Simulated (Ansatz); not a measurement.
# P3C: the cost of one run

Method: DFT PBE, scalar-relativistic, plane waves, PAW, in Ansatz 0.2.0.

## Step 1: The starting structure

It takes space group Im-3m (No. 229, cubic). Conventional cell: a = 5.294 Å, b = 5.294 Å, c = 5.294 Å, α = 90.00°, β = 90.00°, γ = 90.00°. Around P (site symmetry 4/mmm) lie 4 P at 2.65 Å and 2 C at 2.65 Å. C (site symmetry m-3m) is surrounded by 6 P at 2.65 Å.

Coordinates:

```xyz
4
Lattice="-2.6472 2.6472 2.6472 2.6472 -2.6472 2.6472 2.6472 2.6472 -2.6472" Properties=species:S:1:pos:R:3 pbc="T T T"
P     2.6472    0.0000    0.0000
P     0.0000    2.6472    0.0000
P     0.0000    0.0000    2.6472
C     0.0000    0.0000    0.0000
```

A structure generator made this guess: species swapped into a database cell of Sb3Au (Im-3m, No. 229), with P on the Sb sites and C on the Au sites. Its size is a rough estimate.

## Step 2: The guess as it stands, on a coarse mesh

Contents of input.yaml:

```yaml
crystal:
  lattice:
    - [-2.64720258, 2.64720258, 2.64720258]
    - [2.64720258, -2.64720258, 2.64720258]
    - [2.64720258, 2.64720258, -2.64720258]
  atoms:
    - { symbol: P, position: [0.0, 0.5, 0.5] }
    - { symbol: P, position: [0.5, 0.0, 0.5] }
    - { symbol: P, position: [0.5, 0.5, 0.0] }
    - { symbol: C, position: [0.0, 0.0, 0.0] }
basis:
  ecutwfc: 420
kpoints:
  mp_grid: { grid: [4, 4, 4] }
hamiltonian:
  xc: pbe
scf:
  occupations: { method: gaussian, width: 0.1 }
  lower_state_search: "off"
output:
  forces: true
  stress: true
  eigenvalues: true
```

Launch:

```console
$ ansatz run input.yaml --threads 1 --pin off --max-ram 2560MiB --backend cpu --events-out ev --progress --plain --runs-dir out
```

Q: Estimate wall time and peak memory on 1 thread of Intel Xeon at 2.70GHz, shared host.

About 1.4 s, with a peak of 0.31 GiB.
